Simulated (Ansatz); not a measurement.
# C5H12O2: the cost of one run

Computed with Ansatz 0.2.0, Gaussian basis. Level: the settings change from run to run.

**1. The geometry**

The geometry comes from an earlier relaxation with PBE0-D4 in a triple-zeta def2 set; it is a stationary point, not always the lowest conformer.

SMILES `OCCCCCO`, 19 atoms, charge 0, spin multiplicity 1.

Atoms are counted from 1 here; the program's logs count them from 0.

Bond lengths: O1–C2 1.413 Å, O1–H8 0.961 Å, C2–C3 1.517 Å, C2–H9 1.094 Å, C2–H10 1.099 Å, C3–C4 1.523 Å, C3–H11 1.094 Å, C3–H12 1.099 Å, C4–C5 1.521 Å, C4–H13 1.095 Å, C4–H14 1.096 Å, C5–C6 1.517 Å, C5–H15 1.097 Å, C5–H16 1.097 Å, C6–O7 1.414 Å, C6–H17 1.099 Å, C6–H18 1.094 Å, O7–H19 0.961 Å. Angles: C2–O1–H8 108.2°, O1–C2–C3 112.8°, O1–C2–H9 105.7°, O1–C2–H10 110.5°, C3–C2–H9 109.7°, C3–C2–H10 110.8°, H9–C2–H10 107.1°, C2–C3–C4 114.0°, C2–C3–H11 107.7°, C2–C3–H12 109.1°, C4–C3–H11 109.7°, C4–C3–H12 109.6°, H11–C3–H12 106.5°, C3–C4–C5 114.5°, C3–C4–H13 109.7°, C3–C4–H14 108.9°, C5–C4–H13 109.2°, C5–C4–H14 108.4° and more.

**2. revPBE0/aug-cc-pVDZ**

Set apart from the defaults: charge +1, multiplicity 2, the search for lower states set to full.

Contents of in.yaml:

```yaml
crystal:
  periodic: [false, false, false]
  atoms:
    - {symbol: O, position_ang: [0.292697, 1.845405, -2.911909]}
    - {symbol: C, position_ang: [0.438458, 1.293190, -1.619755]}
    - {symbol: C, position_ang: [-0.065296, -0.135088, -1.529834]}
    - {symbol: C, position_ang: [0.199797, -0.801380, -0.186348]}
    - {symbol: C, position_ang: [-0.591601, -0.218724, 0.975109]}
    - {symbol: C, position_ang: [-0.314975, -0.917320, 2.293072]}
    - {symbol: O, position_ang: [1.033332, -0.815367, 2.705189]}
    - {symbol: H, position_ang: [-0.639737, 1.827954, -3.142059]}
    - {symbol: H, position_ang: [1.510884, 1.319883, -1.405894]}
    - {symbol: H, position_ang: [-0.055764, 1.928396, -0.871961]}
    - {symbol: H, position_ang: [0.416774, -0.708822, -2.327376]}
    - {symbol: H, position_ang: [-1.143428, -0.150639, -1.741705]}
    - {symbol: H, position_ang: [1.268500, -0.750637, 0.045838]}
    - {symbol: H, position_ang: [-0.038341, -1.867807, -0.266309]}
    - {symbol: H, position_ang: [-1.666221, -0.288923, 0.764866]}
    - {symbol: H, position_ang: [-0.375676, 0.850505, 1.092907]}
    - {symbol: H, position_ang: [-0.990158, -0.533293, 3.070021]}
    - {symbol: H, position_ang: [-0.509849, -1.989293, 2.195630]}
    - {symbol: H, position_ang: [1.230590, 0.111989, 2.860528]}
basis:
  gaussian: {orbitals: aug-cc-pVDZ}
total_charge: 1
magnetization: {spin_polarized: true, initial_magnetization: 1}
hamiltonian: {xc: {name: revPBE0}}
scf: {lower_state_search: full}
output: {forces: true}
```

Launch:

```console
ansatz run in.yaml --threads 2 --pin off --events-out ev --progress --plain --max-ram 31744MiB --backend cpu
```

**Question.** How long does this run take on 2 threads of AMD EPYC 7R13, shared host, and how much memory does it need?

About 83 s, with a peak of 1.7 GiB.
